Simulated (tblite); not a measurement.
# F8S4Si4: the cost of one run

Computed with tblite 0.8.0 and PySCF 2.14.0 and routines of our own; the level stands in each step. Atoms count from 0.

## 1. The starting structure

16 atoms, charge 0, multiplicity 1; geometry from: force field, distance geometry or constructed start.

## 2. Geometry optimisation with GFN2-xTB

The job: settings as JSON, then the geometry in Å.

```
{"job": {"kind": "relax", "xc": "GFN2-xTB", "basis": "xTB"}, "charge": 0, "multiplicity": 1}
F      3.097800    -1.843200     0.618400
Si     1.891000    -0.863900     0.198900
F      1.046400    -0.523800     1.499600
S      0.793600    -1.800600    -1.335100
Si    -0.995500    -2.132700    -0.259000
F     -0.874700    -1.985600     1.313100
F     -1.403500    -3.654600    -0.559400
S     -2.565200    -0.944900    -1.043800
Si    -1.892400     0.864700    -0.196200
F     -1.302800     0.591500     1.251000
F     -3.147500     1.854600    -0.065000
S     -0.526300     1.728900    -1.544300
Si     1.032900     2.120900    -0.175800
F      1.502600     3.629300    -0.473100
F      0.617900     2.059000     1.352200
S      2.721200     0.905900    -0.588300
```

Run with:

```console
OMP_NUM_THREADS=1 python large_run.py task.json out
```

The driver reads the jobs from task.json and runs them one after another.

**Question.** How long does this first job take on 1 thread of Arm Neoverse N1, shared host, and how much memory does it need?

About 2.7 s, with a peak of 0.18 GiB.
